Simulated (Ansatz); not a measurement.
# NbTe: projected density of states with LDA+U

NbTe:

```
Nb Te
1.0
     3.42570    0.00000    0.00000
     0.00000    3.42570    0.00000
     0.00000    0.00000    3.42570
Nb Te
1 1
Direct
  0.50000 0.50000 0.50000
  0.00000 0.00000 0.00000
```

The cell was built by a generator and needn't be a form met in nature.

* Program: Ansatz 0.2.0
* Task: projected density of states
* Functional: LDA
* Potentials or basis: Ansatz PAW
* Cutoff: 420 eV (not typed: the program's choice for these potentials)
* k mesh: 8 × 8 × 8
* Occupations: fermi-dirac, width 0.05 eV
* Spin: no spin polarisation
* Hubbard terms: Nb d U = 6 eV
* Hubbard projectors: ortho-atomic (the default)
* Double counting: fll (the default)

- Pressure: 2.6 GPa
- Band gap on the k mesh: none (metal or under the smearing width)
- Density of states at the Fermi level: 1.37 states/eV per cell

Levels at points of the mesh, in eV from the Fermi level:
| k point | band 12 | band 13 | band 14 | band 15 | band 16 | band 17 |
| --- | --- | --- | --- | --- | --- | --- |
| (0.00, 0.00, 0.00) | -4.05 | -1.10 | -1.10 | -1.10 | 2.14 | 2.14 |
| (0.00, 0.00, -0.50) | -3.36 | -2.11 | -2.11 | 0.99 | 2.28 | 4.72 |
| (0.00, -0.50, -0.50) | -5.43 | -3.71 | 0.73 | 0.78 | 0.78 | 0.93 |
| (-0.50, -0.50, -0.50) | -5.78 | -5.78 | 1.03 | 1.03 | 2.09 | 2.09 |

States per cell in windows of 1 eV (zero at the Fermi level; states under -8 eV left out):
| from (eV) | total | Nb 4d | Te 5p | Nb 5s | Te 5s | Nb 4s | Nb 4p |
| --- | --- | --- | --- | --- | --- | --- | --- |
| -8.0 | 0.22 | 0.04 | 0.13 | 0.04 | 0.01 | 0.01 | 0.00 |
| -7.0 | 0.66 | 0.13 | 0.40 | 0.08 | 0.02 | 0.01 | 0.01 |
| -6.0 | 1.46 | 0.37 | 0.97 | 0.06 | 0.03 | 0.01 | 0.02 |
| -5.0 | 1.22 | 0.51 | 0.65 | 0.01 | 0.02 | 0.00 | 0.01 |
| -4.0 | 0.98 | 0.54 | 0.36 | 0.03 | 0.03 | 0.00 | 0.00 |
| -3.0 | 1.81 | 1.07 | 0.60 | 0.06 | 0.04 | 0.00 | 0.01 |
| -2.0 | 1.50 | 0.74 | 0.69 | 0.02 | 0.02 | 0.00 | 0.00 |
| -1.0 | 1.08 | 0.76 | 0.26 | 0.02 | 0.01 | 0.00 | 0.00 |
| 0.0 | 1.24 | 1.02 | 0.12 | 0.04 | 0.01 | 0.00 | 0.00 |
| 1.0 | 2.12 | 1.72 | 0.11 | 0.08 | 0.08 | 0.00 | 0.00 |
| 2.0 | 1.61 | 1.16 | 0.18 | 0.06 | 0.12 | 0.00 | 0.00 |
| 3.0 | 1.43 | 0.66 | 0.35 | 0.24 | 0.04 | 0.01 | 0.00 |
| 4.0 | 1.29 | 0.49 | 0.36 | 0.23 | 0.02 | 0.01 | 0.00 |
| 5.0 | 1.30 | 0.27 | 0.28 | 0.35 | 0.03 | 0.01 | 0.00 |
| 6.0 | 1.02 | 0.09 | 0.12 | 0.13 | 0.02 | 0.00 | 0.00 |
| 7.0 | 1.67 | 0.07 | 0.05 | 0.04 | 0.01 | 0.00 | 0.00 |

Eigenvalues of the final occupation matrices:
```csv
site,spin,trace,eigenvalues
site 1,1,2.21,0.26 0.26 0.26 0.71 0.71
```

It took 3 s on 2 threads of Arm Neoverse V2 (shared host), peak memory 0.32 GiB.

Caveat: U without spin polarisation on a metal has little footing; the PAW data sets come from PBE, with cores solved anew for the run's functional, which leaves a small shift of forces and pressure; the U is typed as a test and isn't derived for this compound. Spin-orbit coupling is left out, which matters for the levels of Te.
